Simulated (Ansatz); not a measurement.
# CsAuBr3: the cost of one run

Computed with Ansatz 0.2.0 (DFT LDA, scalar-relativistic, plane waves, PAW, unless a step's input says otherwise).

### Step 1. The structure to begin with

The structure is tetragonal, space group I4/mmm (No. 139). The conventional cell has a = 7.759 Å, b = 7.759 Å, c = 11.308 Å, α = 90.00°, β = 90.00°, γ = 90.00°. Cs (site symmetry -4m2) has 12 Br at 3.90 to 3.95 Å as nearest neighbours. Au (site symmetry 4/mmm) has 4 Br at 2.44 Å as nearest neighbours. Au (site symmetry 4/mmm) is surrounded by 2 Br at 2.40 Å. Br (site symmetry m2m) has 1 Au at 2.44 Å as nearest neighbours. Br (site symmetry 4mm) is surrounded by 1 Au at 2.40 Å.

Coordinates:

```
CELL_PARAMETERS angstrom
-3.87960 3.87960 5.65395
3.87960 -3.87960 5.65395
3.87960 3.87960 -5.65395
ATOMIC_POSITIONS crystal
Cs 0.75000 0.25000 0.50000
Cs 0.25000 0.75000 0.50000
Au 0.00000 0.00000 0.00000
Au 0.50000 0.50000 0.00000
Br 0.22200 0.22200 0.44400
Br 0.22200 0.77800 0.00000
Br 0.77800 0.77800 0.55600
Br 0.77800 0.22200 0.00000
Br 0.71220 0.71220 0.00000
Br 0.28780 0.28780 0.00000
```

The structure comes from the Crystallography Open Database.

(A quick probe on a coarse mesh, which set the mesh and smearing, is not shown.)

### Step 3. The relaxation

Contents of input.yaml:

```yaml
crystal:
  lattice:
    - [-3.8796, 3.8796, 5.65395]
    - [3.8796, -3.8796, 5.65395]
    - [3.8796, 3.8796, -5.65395]
  atoms:
    - { symbol: Cs, position: [0.75, 0.25, 0.5] }
    - { symbol: Cs, position: [0.25, 0.75, 0.5] }
    - { symbol: Au, position: [0.0, 0.0, 0.0] }
    - { symbol: Au, position: [0.5, 0.5, 0.0] }
    - { symbol: Br, position: [0.222, 0.222, 0.444] }
    - { symbol: Br, position: [0.222, 0.778, 0.0] }
    - { symbol: Br, position: [0.778, 0.778, 0.556] }
    - { symbol: Br, position: [0.778, 0.222, 0.0] }
    - { symbol: Br, position: [0.7122, 0.7122, 0.0] }
    - { symbol: Br, position: [0.2878, 0.2878, 0.0] }
basis:
  ecutwfc: 420
kpoints:
  mp_grid: { grid: [6, 6, 6] }
hamiltonian:
  xc: lda
scf:
  occupations: { method: gaussian, width: 0.02 }
output:
  forces: true
  stress: true
  eigenvalues: true
relax:
  adjacent_minimum: "off"
  f_tol: 0.005
  max_steps: 80
  cell: { stress_tol: 0.05 }
```

On the command line:

```console
$ ansatz run input.yaml --threads 2 --pin off --max-ram 6144MiB --backend cpu --events-out ev --progress --plain --runs-dir out
```

Q: Estimate wall time and peak memory on 2 threads of Arm Neoverse V1, shared host.

About 2.8 min, with a peak of 0.87 GiB.
